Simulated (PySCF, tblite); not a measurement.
# C₅H₈F₄O: geometry, infrared bands and NMR shifts

Wanted: the infrared bands and NMR shifts of C₅H₈F₄O (`C[C@@H](F)OCCC(F)(F)F`), by calculation.

Programs: tblite 0.8.0 and PySCF 2.14.0, with density-fitted response routines of our own. Each step states its level of theory. These are calculated values for one molecule in the gas phase, unless marked as measured. Atoms count from 0, in the outputs and in this text.

## (1) The starting structure

18 atoms, charge 0, multiplicity 1; geometry from: force field or distance geometry start.

Bonds of the start (Å): C0–C1 1.53, C1–F2 1.39, C1–O3 1.39, O3–C4 1.37, C4–C5 1.49, C5–C6 1.49, C6–F7 1.36, C6–F8 1.39, C6–F9 1.41, C0–H10 1.12, C0–H11 1.11, C0–H12 1.10, C1–H13 1.12, C4–H14 1.13, C4–H15 1.12, C5–H16 1.12, C5–H17 1.12.

## (2) Geometry optimisation with GFN2-xTB

Job settings and geometry (Å):

```
{"job": {"kind": "relax", "xc": "GFN2-xTB", "basis": "xTB"}, "charge": 0, "multiplicity": 1}
C      2.759400    -0.113900     0.331800
C      1.258800    -0.355400     0.534400
F      1.097900    -1.112200     1.693000
O      0.542900     0.832400     0.552000
C     -0.358600     0.934300    -0.478500
C     -1.437400    -0.093000    -0.530500
C     -2.349800    -0.138700     0.644600
F     -1.780100    -0.385500     1.858300
F     -3.170800     0.978100     0.728500
F     -3.244000    -1.195900     0.402400
H      3.324900    -0.597900     1.164300
H      3.066600    -0.621700    -0.600300
H      3.004900     0.957100     0.269700
H      0.911800    -0.943100    -0.349600
H     -0.752900     1.989800    -0.481200
H      0.256800     0.860900    -1.407100
H     -2.071100     0.147600    -1.419900
H     -1.068300    -1.136500    -0.717700
```

Launch:

```sh
OMP_NUM_THREADS=1 python probes_run.py task.json out
```

The driver reads the jobs from task.json and runs them one after another.

**Question.** This job is followed by: GFN2-xTB harmonic vibrations, gas phase; GIAO PBE0/pcSseg-1 NMR shielding, non-relativistic, gas phase. What will the session give for the following? strongest single infrared mode (GFN2-xTB); zero-point energy (GFN2-xTB); 13C shifts against TMS (PBE0/pcSseg-1); 1H shifts against TMS (PBE0/pcSseg-1, means over atoms taken as alike); 19F shifts against CFCl3 (PBE0/pcSseg-1, means over atoms taken as alike); 17O shifts against H2O (PBE0/pcSseg-1); surface potential, 1st and 99th percentile.

The runs gave:

| quantity | value |
| --- | --- |
| strongest single infrared mode (GFN2-xTB) | 1148 cm⁻¹, 280 km/mol |
| zero-point energy (GFN2-xTB) | 81.3 kcal/mol |
| 13C shifts against TMS (PBE0/pcSseg-1) | 135.6, 118.9, 69.8, 41.1, 24.4 ppm |
| 1H shifts against TMS (PBE0/pcSseg-1, means over atoms taken as alike) | 5.63, 4.64, 3.75, 3.13, 1.86, 1.52 ppm |
| 19F shifts against CFCl3 (PBE0/pcSseg-1, means over atoms taken as alike) | -82.4, -137.3 ppm |
| 17O shifts against H2O (PBE0/pcSseg-1) | 106.2 ppm |
| surface potential, 1st and 99th percentile | -1.15 V and 1.21 V |

In words: The optimisation took 134 steps and gained 0.856 eV; among the close pairs (by a distance rule), C6–F9 changed most, from 1.406 to 1.346 Å. All 48 modes are real, so the xTB geometry is a minimum. The strongest single mode, at 1148 cm⁻¹, is spread over many atoms; the largest shares are those of C1, O3. Unscaled tight-binding wavenumbers are off by several per cent, some by more. Its intensities can rank the bands wrongly. H13 (hydrogen on an sp3 CH bonded to F and O) lies farthest downfield among hydrogen, at 5.63 ppm; its carbon carries F and O, hence the downfield position. At PBE0/pcSseg-1: The largest span, 174 ppm, is at F7, F8, F9, where the paramagnetic term is -220 ppm.
